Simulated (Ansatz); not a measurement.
**CH₄BrNOSi: a ladder of functionals and wavefunction methods**

An exercise on one series of results from a longer session: the logs are not shown, and one member is left open.

Computed with Ansatz 0.2.0, Gaussian basis. Level: functionals in def2-TZVPP, the program's frozen cores in correlated methods.

The runs, in order: PBE-D4, r2SCAN-D4, PBE0-D4, B3LYP-D4, ωB97X-V, ωB97M-V, B2PLYP; CCSD(T)/def2-TZVPP; MP2/def2-QZVPP; extrapolation to the limit.

## Structure used throughout

All runs share one geometry, relaxed beforehand with PBE0-D4 in a triple-zeta def2 set.

SMILES `C=N[SiH](O)Br`, 9 atoms, charge 0, spin multiplicity 1.

Atoms are counted from 1 here; the program's logs count them from 0.

Bond lengths: C1–N2 1.258 Å, C1–H6 1.096 Å, C1–H7 1.101 Å, N2–Si3 1.729 Å, Si3–O4 1.626 Å, Si3–Br5 2.217 Å, Si3–H8 1.478 Å, O4–H9 0.959 Å. Angles: N2–C1–H6 120.2°, N2–C1–H7 124.3°, H6–C1–H7 115.4°, C1–N2–Si3 124.8°, N2–Si3–O4 109.7°, N2–Si3–Br5 105.5°, N2–Si3–H8 115.0°, O4–Si3–Br5 111.6°, O4–Si3–H8 106.5°, Br5–Si3–H8 108.5°, Si3–O4–H9 117.7°.

As a file:

| atom | x (Å) | y (Å) | z (Å) |
| --- | --- | --- | --- |
| C1 | 0.9352 | 1.3020 | 0.7922 |
| N2 | 0.6339 | 0.5926 | -0.2021 |
| Si3 | -0.6211 | -0.5964 | -0.2208 |
| O4 | -0.0436 | -1.9952 | -0.8146 |
| Br5 | -2.2148 | 0.2430 | -1.5127 |
| H6 | 1.7549 | 2.0259 | 0.7251 |
| H7 | 0.4230 | 1.2564 | 1.7657 |
| H8 | -1.2043 | -0.9100 | 1.1010 |
| H9 | 0.4255 | -1.9645 | -1.6510 |

Set-up of the first run:

Contents of in.yaml:

```yaml
crystal:
  periodic: [false, false, false]
  atoms:
    - {symbol: C, position_ang: [0.935240, 1.301966, 0.792223]}
    - {symbol: N, position_ang: [0.633857, 0.592636, -0.202106]}
    - {symbol: Si, position_ang: [-0.621082, -0.596379, -0.220782]}
    - {symbol: O, position_ang: [-0.043627, -1.995215, -0.814574]}
    - {symbol: Br, position_ang: [-2.214830, 0.243009, -1.512701]}
    - {symbol: H, position_ang: [1.754913, 2.025897, 0.725100]}
    - {symbol: H, position_ang: [0.423008, 1.256435, 1.765720]}
    - {symbol: H, position_ang: [-1.204272, -0.909991, 1.101025]}
    - {symbol: H, position_ang: [0.425492, -1.964458, -1.651006]}
basis:
  gaussian: {orbitals: def2-TZVPP}
hamiltonian: {xc: pbe, dispersion: d4}
output: {forces: true, orbitals: {seedname: orbitals}}
```

Command:

```bash
$ ansatz run in.yaml --threads 4 --pin off --events-out ev --progress --plain --max-ram 10444MiB
```

Steps of the session up to this table: PBE-D4 (GGA); r2SCAN-D4 (meta-GGA); PBE0-D4 (hybrid); B3LYP-D4 (hybrid); ωB97X-V (range-separated); ωB97M-V (range-separated); B2PLYP (double hybrid); CCSD(T) in def2-TZVPP; MP2 in def2-QZVPP.

One table of the session follows, with a row left open; its other results are not shown here.

It belongs to the step «Atomisation energies». 

```
            method  atomisation energy (eV)
            PBE-D4                   35.646
         r2SCAN-D4                   34.905
           PBE0-D4                   34.780
          B3LYP-D4                   34.843
           ωB97X-V                   34.999
           ωB97M-V                   34.996
            B2PLYP                   34.499
     HF/def2-TZVPP                        ?
    MP2/def2-TZVPP                   34.709
   CCSD/def2-TZVPP                   33.165
CCSD(T)/def2-TZVPP                   33.817
           MP2/CBS                   35.922
       CCSD(T)/CBS                   35.029
```

Q: Estimate the row for HF/def2-TZVPP from the others.

As computed: atomisation energy (eV): 24.288. In the column «atomisation energy (eV)» it is the lowest.
